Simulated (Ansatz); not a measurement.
# CH6AlBO: rigid scan of one bond length from a Python script

How does the energy of CH6AlBO change as one bond is stretched? Wanted for CH6AlBO: a rigid scan of one bond length.

Computed with the Python package of Ansatz 0.2.0. Level of theory: r2SCAN+D4/6-31G*.

## 1. The system

Bond lengths: B1–Al2 2.003 Å, Al2–O3 1.836 Å, O3–C4 1.461 Å, B1–H5 1.241 Å, B1–H6 1.177 Å, Al2–H7 1.615 Å, C4–H8 1.092 Å, C4–H9 1.056 Å, C4–H10 1.174 Å. Angles: B1–Al2–O3 118.4°, B1–Al2–H7 121.6°, O3–Al2–H7 120.0°, Al2–B1–H5 120.3°, Al2–B1–H6 124.6°, H5–B1–H6 115.1°, Al2–O3–C4 109.5°, O3–C4–H8 108.3°, O3–C4–H9 116.1°, O3–C4–H10 106.2°, H8–C4–H9 110.3°, H8–C4–H10 105.4°, H9–C4–H10 109.9°.

No structure file is read: the coordinates are typed or built in the script.

## 2. Script

Input file ch6albo.py:

```python
"""Stretching a bond of CH6AlBO, the rest held rigid."""

import ansatz as az
import matplotlib.pyplot as plt
import numpy as np


def main() -> None:
    ch6albo = (
        az.Crystal.molecule()
        .atom("B", [-1.844, 0.9157, -0.7596])
        .atom("Al", [0.0183, 0.2422, -1.0609])
        .atom("O", [0.5569, -1.266, -0.1633])
        .atom("C", [1.221, -0.8819, 1.0797])
        .atom("H", [-2.2517, 1.9218, -1.3607])
        .atom("H", [-2.6241, 0.4192, -0.0317])
        .atom("H", [1.047, 1.0064, -2.0443])
        .atom("H", [1.5185, -1.7918, 1.6057])
        .atom("H", [2.0455, -0.2286, 0.9842])
        .atom("H", [0.3958, -0.3883, 1.7538])
    )

    symbols = [site.symbol for site in ch6albo.cartesian_sites]
    start = np.array([site.position_ang for site in ch6albo.cartesian_sites])
    axis = (start[5] - start[0]) / np.linalg.norm(start[5] - start[0])
    moving = [5]
    lengths, energies = [1.0, 1.08, 1.18, 1.29, 1.47, 1.77, 2.12, 2.59], []
    for length in lengths:
        xyz = start.copy()
        xyz[moving] += (length - np.linalg.norm(start[5] - start[0])) * axis
        point = az.Crystal.molecule()
        for symbol, xyz in zip(symbols, xyz):
            point = point.atom(symbol, xyz.tolist())
        model = point.calculation().basis(gaussian="6-31G*").functional("r2scan", dispersion="d4")
        summary = model.run(threads=1, pin="off").report
        energies.append(summary["free_energy_ev"])
        print(f"r = {length:6.3f} A  E = {energies[-1]:.5f} eV  <S^2> = {abs(summary['mean_field']['state']['spin_squared']):.3f}")

    print("energy above the lowest point (eV):", [round(e - min(energies), 3) for e in energies])
    plt.figure(figsize=(4.5, 3))
    plt.plot(lengths, np.array(energies) - min(energies), "o-")
    plt.xlabel("bond length (A)")
    plt.ylabel("E - E(min) (eV)")
    plt.tight_layout()
    plt.savefig("scan.png", dpi=100)


if __name__ == "__main__":
    main()
```

## 3. The input behind the calls

The package turns the script's settings into the engine's input (first run):

```yaml
crystal:
  periodic: [false, false, false]
  atoms:
    - { symbol: B, position_ang: [-1.844, 0.9157, -0.7596] }
    - { symbol: Al, position_ang: [0.0183, 0.2422, -1.0609] }
    - { symbol: O, position_ang: [0.5569, -1.266, -0.1633] }
    - { symbol: C, position_ang: [1.221, -0.8819, 1.0797] }
    - { symbol: H, position_ang: [-2.2517, 1.9218, -1.3607] }
    - { symbol: H, position_ang: [-2.5068877973187513, 0.4938005110001793, -0.14106900696280064] }
    - { symbol: H, position_ang: [1.047, 1.0064, -2.0443] }
    - { symbol: H, position_ang: [1.5185, -1.7918, 1.6057] }
    - { symbol: H, position_ang: [2.0455, -0.2286, 0.9842] }
    - { symbol: H, position_ang: [0.3958, -0.3883, 1.7538] }
basis:
  gaussian:
    orbitals: "6-31G*"
hamiltonian:
  xc: r2scan
  dispersion: d4
```

## 4. Running it

Launch:

```sh
> python ch6albo.py
```

Output:

```text
r =  1.000 A  E = -10449.25236 eV  <S^2> = 0.000
r =  1.080 A  E = -10449.72152 eV  <S^2> = 0.000
r =  1.180 A  E = -10449.92793 eV  <S^2> = 0.000
r =  1.290 A  E = -10449.85123 eV  <S^2> = 0.000
r =  1.470 A  E = -10449.37462 eV  <S^2> = 0.000
r =  1.770 A  E = -10448.26643 eV  <S^2> = 0.000
r =  2.120 A  E = -10447.02861 eV  <S^2> = 0.000
r =  2.590 A  E = -10445.73819 eV  <S^2> = 0.000
energy above the lowest point (eV): [0.676, 0.206, 0.0, 0.077, 0.553, 1.661, 2.899, 4.19]
```

It took 28 s on 1 thread of Arm Neoverse V2, shared host; peak memory 0.24 GiB.

## 5. What changed from run to run

The engine's inputs for some of the other runs:

Run 4, against run 1:

```diff
@@ -9 +9 @@
-    - { symbol: H, position_ang: [-2.5068877973187513, 0.4938005110001793, -0.14106900696280064] }
+    - { symbol: H, position_ang: [-2.6991252585411893, 0.3714496591902313, 0.03830498101798723] }
```

Run 6, against run 1:

```diff
@@ -9 +9 @@
-    - { symbol: H, position_ang: [-2.5068877973187513, 0.4938005110001793, -0.14106900696280064] }
+    - { symbol: H, position_ang: [-3.01731140125419, 0.16893790447031737, 0.335199857675843] }
```

Run 8, against run 1:

```diff
@@ -9 +9 @@
-    - { symbol: H, position_ang: [-2.5068877973187513, 0.4938005110001793, -0.14106900696280064] }
+    - { symbol: H, position_ang: [-3.560879395055566, -0.17701967650953543, 0.8423952719663466] }
```

Lines on the test bed's own set-up are left out of the output.

## 6. The engine's runs

The 8 runs, in the order started:

| run | distance (Å) | energy from run 3 (eV) | SCF cycles | CPU time (s) |
| --- | --- | --- | --- | --- |
| 1 | 1.00 | 0.6756 | 17 | 3.2 |
| 2 | 1.08 | 0.2064 | 18 | 3.2 |
| 3 | 1.18 | 0.0000 | 18 | 3.1 |
| 4 | 1.29 | 0.0767 | 18 | 3.1 |
| 5 | 1.47 | 0.5533 | 18 | 3.1 |
| 6 | 1.77 | 1.6615 | 18 | 3.2 |
| 7 | 2.12 | 2.8993 | 19 | 3.2 |
| 8 | 2.59 | 4.1897 | 18 | 4.3 |

## 7. Results

| quantity | value |
| --- | --- |
| runs compared | 8 |
| range of energy | 4.190 eV |
| lowest point, distance (Å) | 1.18 |

What this shows: The lowest point, at 1.18, lies inside the range. The ends stand 0.676 and 4.19 eV above it. The distance scanned is the script's pair 0, 5. The rest of the molecule is held rigid at a force-field or estimated start geometry, and the basis set is modest; single-reference methods fail as a bond breaks. The orbitals are restricted, so S² is zero by construction. Toward dissociation an unrestricted state lies under the restricted one, by 1 to 2 eV or more.
